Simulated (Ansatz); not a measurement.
# GaLi (triplet): wave-function methods side by side, aug-cc-pVDZ

How much of the correlation energy of GaLi (triplet) does each wave-function method recover here?

Computed with Ansatz 0.2.0, Gaussian basis. Level: aug-cc-pVDZ, core rule «outside noble gas», up to 15 orbitals frozen.

Plan: UHF; CCSD(T) on ROHF; CCSD(T) on UHF; BCCD(T) on ROHF; CISD; CCSDT(Q) on ROHF; CCSDT(Q) on UHF; Full CI.

22 further runs of the same task are left out: 8 for a known fault of the program, 7 that didn't finish, 7 set aside as unsound or not needed.

## Step 1: The system

The geometry is a PBE0/def2-TZVPD stationary point (not a proven minimum) of the parent state, kept for this charge and spin. No spin-orbit coupling is included. The filled d shell of Ga may be among the frozen orbitals whatever the setting's name suggests; the logs give the count.

2 atoms, charge 0, spin multiplicity 3.

Atoms are counted from 1 here; the program's logs count them from 0.

No contacts short enough for the rule that draws bonds.

As a file:

```
Ga    0.00000    0.00000    0.00000
Li    0.00000    0.00000    2.80880
```

## Step 2: UHF

The input, in.yaml:

```yaml
crystal:
  periodic: [false, false, false]
  atoms:
    - {symbol: Ga, position_ang: [0.000000, 0.000000, 0.000000]}
    - {symbol: Li, position_ang: [0.000000, 0.000000, 2.808800]}
basis:
  gaussian: {orbitals: aug-cc-pVDZ}
magnetization: {spin_polarized: true, initial_magnetization: 2}
hamiltonian: {xc: hf}
output: {orbitals: {seedname: orbitals}}
```

Command:

```
$ ansatz run in.yaml --threads 1 --pin off --events-out ev --progress --plain --max-ram 2393MiB
```

Further steps of the session: CCSD(T) on ROHF; CCSD(T) on UHF; BCCD(T) on ROHF; CISD; CCSDT(Q) on ROHF; CCSDT(Q) on UHF; Full CI.

Before running them: what should the planned runs give, taken together? Wanted: FCI below the RHF energy; RMP2 from FCI; UMP2 from FCI; RCCSD from FCI; RCCSD(T) from FCI; UCCSD(T) from FCI; RCCSDT(Q) from FCI; UCCSDT(Q) from FCI; T1 diagnostic.

As calculated:

| quantity | value |
| --- | --- |
| FCI below the RHF energy | -1.6529 eV |
| RMP2 from FCI | +11.20 kcal/mol |
| UMP2 from FCI | +11.36 kcal/mol |
| RCCSD from FCI | +1.52 kcal/mol |
| RCCSD(T) from FCI | +0.45 kcal/mol |
| UCCSD(T) from FCI | +0.33 kcal/mol |
| RCCSDT(Q) from FCI | +0.01 kcal/mol |
| UCCSDT(Q) from FCI | -0.11 kcal/mol |
| levels within 1 kcal/mol (43 meV) | RCCSD(T), UCCSD(T), BCCD(T), RCCSDT, UCCSDT, RCCSDT(Q), UCCSDT(Q) |
| T1 diagnostic | 0.023 |
| effectively unpaired electrons | 2.04 |

**Reading.** RCCSD(T) misses by +0.45 kcal/mol, 1.2 % of the correlation energy. UCCSDT, UCCSDT(Q) fall below full CI: unrestricted runs freeze a spin-polarised core, another one than full CI's, and coupled cluster isn't variational. One determinant dominates. These misses are within one basis, not against nature; the frozen cores of restricted and unrestricted runs differ, which can shift their rows.
